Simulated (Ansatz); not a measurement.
# BF3 + HCl + HF: a complex and its separated parts

Aim: how far the complex at one end of a reaction step lies below its separated, relaxed parts, level by level.

The runs use Ansatz 0.2.0, Gaussian basis; PBE0-D4/def2-TZVP structures, single points in def2-TZVPP, no counterpoise correction.

Levels: SPW92, PBE-D4, BLYP-D4, r2SCAN-D4, B97M-V, PBE0-D4, B3LYP-D4, r2SCAN0-D4, BHLYP-D4, CAM-B3LYP-D4, wB97X-V, wB97M-V, B2PLYP, PBE-QIDH, RPA on PBE, Hartree-Fock, MP2, CCSD, CCSD(T).

Cores are frozen in the correlated methods. B3LYP uses VWN-RPA correlation. B2PLYP carries no dispersion term here.

113 further runs of the same task are left out: 113 set aside as unsound or not needed. Runs told in other sessions of the task aren't counted.

## Step 1: Starting geometry

The complex: 8 atoms, charge 0, spin multiplicity 1.

Atoms are counted from 1 here; the program's logs count them from 0.

Bond lengths: B1–F3 1.306 Å, B1–F4 1.307 Å, B1–F6 1.331 Å, Cl2–H7 1.292 Å, H5–F8 0.928 Å. Angles: F3–B1–F4 121.6°, F3–B1–F6 119.1°, F4–B1–F6 118.9°.

Geometry (Å):

```mol
BClF4H2
  3D, bonds by distance, orders not assigned

  8  5  0  0  0  0  0  0  0  0999 V2000
   -0.7128   -1.2344    0.1706 B   0  0
    2.0279   -0.1414   -0.2259 Cl  0  0
   -0.5208   -2.2262   -0.6569 F   0  0
   -0.5352   -1.3721    1.4583 F   0  0
   -0.6309    1.7049   -0.1706 H   0  0
   -1.2332   -0.0988   -0.2894 F   0  0
    1.5390    1.0530   -0.1750 H   0  0
    0.0658    2.3150   -0.1109 F   0  0
  1  3  8  0
  1  4  8  0
  1  6  8  0
  2  7  8  0
  5  8  8  0
M  END
```

Its parts: BF3 holds atoms 1, 3, 4, 6; HCl holds atoms 2, 7; HF holds atoms 5, 8. Each part counts its atoms afresh in its own runs.

## Step 2: Relaxing BF3 alone

relax-a/in.yaml

```yaml
crystal:
  periodic: [false, false, false]
  atoms:
    - {symbol: B, position_ang: [-0.712823, -1.234369, 0.170561]}
    - {symbol: F, position_ang: [-0.520758, -2.226216, -0.656934]}
    - {symbol: F, position_ang: [-0.535153, -1.372106, 1.458291]}
    - {symbol: F, position_ang: [-1.233169, -0.098836, -0.289394]}
basis:
  gaussian: {orbitals: def2-TZVP}
hamiltonian: {xc: pbe0, dispersion: d4}
relax: {f_tol: 0.005, max_steps: 200}
```

Command:

```
$ ansatz run in.yaml --threads 8 --pin off --events-out ev --progress --plain --max-ram 19148MiB
```

After this run come: Relaxing HCl alone; Relaxing HF alone; SPW92/def2-TZVPP; PBE-D4/def2-TZVPP; BLYP-D4/def2-TZVPP; r2SCAN-D4/def2-TZVPP; B97M-V/def2-TZVPP; PBE0-D4/def2-TZVPP; B3LYP-D4/def2-TZVPP; r2SCAN0-D4/def2-TZVPP; BHLYP-D4/def2-TZVPP; CAM-B3LYP-D4/def2-TZVPP; wB97X-V/def2-TZVPP; wB97M-V/def2-TZVPP; B2PLYP/def2-TZVPP; PBE-QIDH/def2-TZVPP; RPA on PBE/def2-TZVPP; CCSD(T)/def2-TZVPP; Vibrations of BF3; Vibrations of HCl; Vibrations of HF.

Q: Predict the outcome of this session. Wanted: complex less parts, CCSD(T)/def2-TZVPP; with zero-point energy; largest T1 diagnostic.

**Answer**, as computed:

| quantity | value |
| --- | --- |
| complex less parts, CCSD(T)/def2-TZVPP | -33.0 kJ/mol |
| with zero-point energy | -22.3 kJ/mol |
| largest T1 diagnostic | 0.012 |

What this shows: At CCSD(T) the complex lies 33.0 kJ/mol below its parts. Among the functionals PBE-QIDH lands nearest to CCSD(T) (+0.4 kJ/mol) and SPW92 farthest (-34.3 kJ/mol). By rung, the mean size of the error is: LDA 34.3, GGA 9.1, meta-GGA 9.3, hybrid 6.6, range-separated hybrid 7.7, double hybrid 1.1 kJ/mol. The double hybrids carry no dispersion term here, unlike the levels marked D4 or V. PBE-D4 gives a relative energy 10.5 kJ/mol too low, outside chemical accuracy (1 kcal/mol, 4.2 kJ/mol). No counterpoise was applied, and triple zeta lacks some correlation, so the CCSD(T) reference has a basis error of its own, and close matches with it are partly luck.
